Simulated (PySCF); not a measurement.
**A gas-phase reaction: Cl2H2Si + F2 → Cl2FHSi + FH**

Aim: the reaction energy of `Cl[SiH2]Cl` + `FF` → `F[SiH](Cl)Cl` + `F`.

Computed with PySCF 2.14.0; each step states its level. No surroundings beyond the atoms listed, unless a continuum is named. Atoms count from 0, parts from 1.

### Step 1. The system as given

Each species was relaxed by itself at PBE0-D3(BJ)/def2-SVPD.

### Step 2. Reaction energy: wB97M-D3(BJ)/def2-TZVPD

Job settings and geometry (Å):

```
{"job": {"kind": "react", "xc": "wB97M-D3(BJ)", "basis": "def2-TZVPD"}, "charge": 0, "multiplicity": 1}
-1 Cl2H2Si charge 0 multiplicity 1
Cl     0.934710     1.662870    -0.331880
Si    -0.146040    -0.059130     0.031750
Cl     1.101180    -1.698810    -0.114320
H     -0.672540     0.002860     1.414510
H     -1.196060    -0.177020    -1.005860

-1 F2 charge 0 multiplicity 1
F      0.688970    -0.001610    -0.006600
F     -0.688970     0.001610     0.006600

+1 Cl2FHSi charge 0 multiplicity 1
F      0.026190     1.281870    -1.069610
Si    -0.001720     0.087780     0.022790
Cl     1.720300    -0.994770    -0.182040
Cl    -1.620870    -1.093460    -0.379010
H     -0.097670     0.668100     1.372380

+1 FH charge 0 multiplicity 1
F      0.459850    -0.004260    -0.014470
H     -0.459850     0.004260     0.014470
```

Method: wB97M-D3(BJ)/def2-TZVPD reaction energy of separated species, gas phase.

On the command line:

```
$ OMP_NUM_THREADS=1 python cluster_run.py task.json out
```

This one command runs all jobs of the session in turn.

**Question.** The jobs that follow are: PBE0-D3(BJ)/def2-TZVPD reaction energy of separated species, gas phase; MP2/def2-TZVPD reaction energy of separated species, gas phase. Predict: reaction energy (wB97M-D3(BJ)/def2-TZVPD); ΔH, ΔG at 298 K (xTB thermal terms). Thermal terms come from harmonic xTB runs on each species.

**Answer**, as computed:

| quantity | value |
| --- | --- |
| reaction energy (wB97M-D3(BJ)/def2-TZVPD) | -161.4 kcal/mol |
| ΔH, ΔG at 298 K (xTB thermal terms) | -159.7, -159.6 kcal/mol |
| range of the reaction energy over the runs of this table | -170.9 to -159.8 kcal/mol |

What this shows: The reaction is exothermic by 159.7 kcal/mol in the gas phase; dispersion gives -0.05, and xTB itself gave -114.4 for the electronic energy (xTB energies and thermal terms come from the earlier relaxation of each species, not shown). No barrier was sought. xTB and this level differ widely in the electronic energy, so what comes from xTB (the thermal terms above all) is less safe here. The reaction energy runs from -170.9 (MP2/def2-TZVPD) to -159.8 kcal/mol (PBE0-D3(BJ)/def2-TZVPD).
